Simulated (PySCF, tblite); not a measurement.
# C₆H₉BrF₂Si: geometry, infrared bands and NMR shifts

Wanted: the infrared bands and NMR shifts of C₆H₉BrF₂Si (`F[C@@H]1C=C[SiH2]C[C@@H](F)[C@@H]1Br`), by calculation.

The runs use tblite 0.8.0 and PySCF 2.14.0, with density-fitted response routines of our own; the level of theory stands in each step. All values are computed, except where a source is named. Atoms count from 0, in the outputs and in this text.

**1. The starting structure**

19 atoms, charge 0, multiplicity 1; geometry from: force field or distance geometry start.

Bonds of the start (Å): F0–C1 1.38, C1–C2 1.49, C2–C3 1.34, C3–Si4 1.85, Si4–C5 1.87, C5–C6 1.53, C6–F7 1.40, C6–C8 1.50, C8–Br9 1.92, C8–C1 1.50, C1–H10 1.12, C2–H11 1.07, C3–H12 1.08, Si4–H13 1.46, Si4–H14 1.47, C5–H15 1.11, C5–H16 1.11, C6–H17 1.10, C8–H18 1.12.

**2. Optimising the geometry with GFN2-xTB**

The job: settings as JSON, then the geometry in Å.

```
{"job": {"kind": "relax", "xc": "GFN2-xTB", "basis": "xTB"}, "charge": 0, "multiplicity": 1}
F      2.537400     1.628400     0.494600
C      1.453900     0.781800     0.572300
C      1.730000    -0.457800    -0.214600
C      0.896300    -1.420500    -0.621700
Si    -0.915000    -1.660100    -0.327100
C     -1.758400     0.013500    -0.332900
C     -0.970400     0.848500     0.679300
F     -0.501500    -0.067900     1.635000
C      0.237700     1.509000     0.080200
Br     0.247500     1.472800    -1.838300
H      1.312600     0.502100     1.646800
H      2.740800    -0.612800    -0.545400
H      1.360500    -2.212400    -1.183000
H     -1.098100    -2.212400     1.011700
H     -1.518100    -2.585600    -1.293800
H     -2.824300    -0.076900    -0.050500
H     -1.603000     0.430300    -1.349900
H     -1.611300     1.548100     1.226800
H      0.273500     2.581200     0.403200
```

The run is started by

```bash
$ OMP_NUM_THREADS=1 python probes_run.py task.json out
```

This one command runs all jobs of the session in turn.

**Question.** This job is followed by: GFN2-xTB harmonic vibrations, gas phase; GIAO PBE0/pcSseg-1 NMR shielding, non-relativistic, gas phase. Predict these results of the whole session: strongest single infrared mode (GFN2-xTB); zero-point energy (GFN2-xTB); 13C shifts against TMS (PBE0/pcSseg-1); 1H shifts against TMS (PBE0/pcSseg-1); 19F shifts against CFCl3 (PBE0/pcSseg-1); 29Si shifts against TMS (PBE0/pcSseg-1); 79Br shifts against HBr (PBE0/pcSseg-1).

**Answer**, as computed:

| quantity | value |
| --- | --- |
| strongest single infrared mode (GFN2-xTB) | 2275 cm⁻¹, 301 km/mol |
| zero-point energy (GFN2-xTB) | 83.6 kcal/mol |
| 13C shifts against TMS (PBE0/pcSseg-1) | 164.5, 128.9, 95.8, 93.5, 68.1, 14.5 ppm |
| 1H shifts against TMS (PBE0/pcSseg-1) | 7.24, 6.43, 6.13, 5.48, 4.76, 4.72, 4.17, 1.81, 1.12 ppm |
| 19F shifts against CFCl3 (PBE0/pcSseg-1) | -191.2, -205.7 ppm |
| 29Si shifts against TMS (PBE0/pcSseg-1) | -60.2 ppm |
| 79Br shifts against HBr (PBE0/pcSseg-1) | 356 ppm |

What this shows: Over 97 steps the energy fell by 1.022 eV; of the close pairs, Si4–C5 changed most, 1.874 to 1.912 Å. No mode is imaginary among the 51: a minimum at this level. The strongest single mode, at 2275 cm⁻¹, moves mainly H14. GFN2-xTB is a fitted tight-binding method: band positions and strengths are rough. Its intensities can rank the bands wrongly. C8 stands next to heavy halogen, whose spin-orbit shielding this run leaves out, so the computed shift lies too far downfield, most of all for carbon beside Br or I. At PBE0/pcSseg-1: The widest tensor belongs to Br9: span 956 ppm, with a paramagnetic part of -857 ppm. Spin-orbit coupling is left out, which matters for shieldings and couplings at and beside the heavy atoms.
